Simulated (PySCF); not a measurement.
# MoS2: structure of the triplet

Aim: relax MoS2 as a triplet from a B3LYP minimum start, check by its vibrations whether the end is a minimum, and collect its spectrum and constants.

Computed with PySCF 2.14.0. Level: B3LYP, basis Mo def2-SVP with ECP28, S def2-SVP, scalar-relativistic core potentials, no spin–orbit coupling, density fitting.

## (1) Where the work starts

3 atoms, charge 0, spin multiplicity 3.

Bond lengths: Mo1–S2 2.121 Å, Mo1–S3 2.121 Å. Angles: S2–Mo1–S3 113.7°.

Z-matrix (Å, degrees; charge 0 multiplicity 3):
```
Mo
S  1 2.1215
S  1 2.1215 2 113.68
```

## (2) The SCF at the typed geometry

One driver script runs all steps and calls PySCF; scf.py shows how it sets up the SCF of each step. The optimiser is the driver's own. After this first run the driver tries any further starts and a stability analysis.

The input, scf.py:

```python
from pyscf import gto, scf, dft
mol = gto.M(atom='''
Mo    -0.458490     0.000000     0.000000
S      0.701990     1.775940    -0.000000
S      0.701990    -1.775940     0.000000''',
    basis={'Mo': 'def2-SVP', 'S': 'def2-SVP'},
    ecp={'Mo': 'def2-SVP'},
    charge=0, spin=2)
mf = dft.UKS(mol, xc='B3LYP')
mf.grids.atom_grid = (50, 194)
aux = {'Mo': 'def2-universal-JKFIT', 'S': 'def2-universal-JKFIT'}
mf = mf.density_fit(auxbasis=aux)
mf.conv_tol = 1e-08
mf.diis_space = 10
mf.max_cycle = 60
mf.init_guess = 'minao'
mf.verbose = 4
mf.kernel()
```

The run is started by

```
$ OMP_NUM_THREADS=2 python axn.py task.json out
```

The runs that follow: B3LYP minimum start, triplet: relaxation; Is it a minimum? Harmonic modes.

**Question.** What will these runs give? Wanted: minimum; geometry; wavenumbers; dipole moment; highest occupied, lowest empty level; polar-tensor charge of Mo1; zero-point energy; atomisation energy; ⟨S²⟩.

The runs gave:

| quantity | value |
| --- | --- |
| minimum | triplet, C2v |
| geometry | Mo–S 2.121 Å (×2); S–Mo–S 113.7° |
| wavenumbers (cm⁻¹) | 168 (a1), 539 (a1), 549 (b2) |
| dipole moment | 3.62 D |
| highest occupied, lowest empty level (either spin) | -6.15, -4.00 eV |
| polar-tensor charge of Mo1 | +0.95 e |
| zero-point energy | 7.5 kJ/mol |
| entropy at 298.15 K | 300.6 J/(mol K) |
| atomisation energy (no zero-point energy) | 818 kJ/mol |
| ⟨S²⟩ | 2.045 |

The molecule stays C2v, as typed, and the end point is a minimum. In the infrared the band at 549 cm⁻¹ (b2, stretch) leads. Most of the spin sits on Mo1 (Mulliken spin 2.25, against 2 for the whole molecule). Other starts or spin states, not run here, may lie lower. Open d and f shells are described by one determinant, and the ground state may have another occupation or spin.
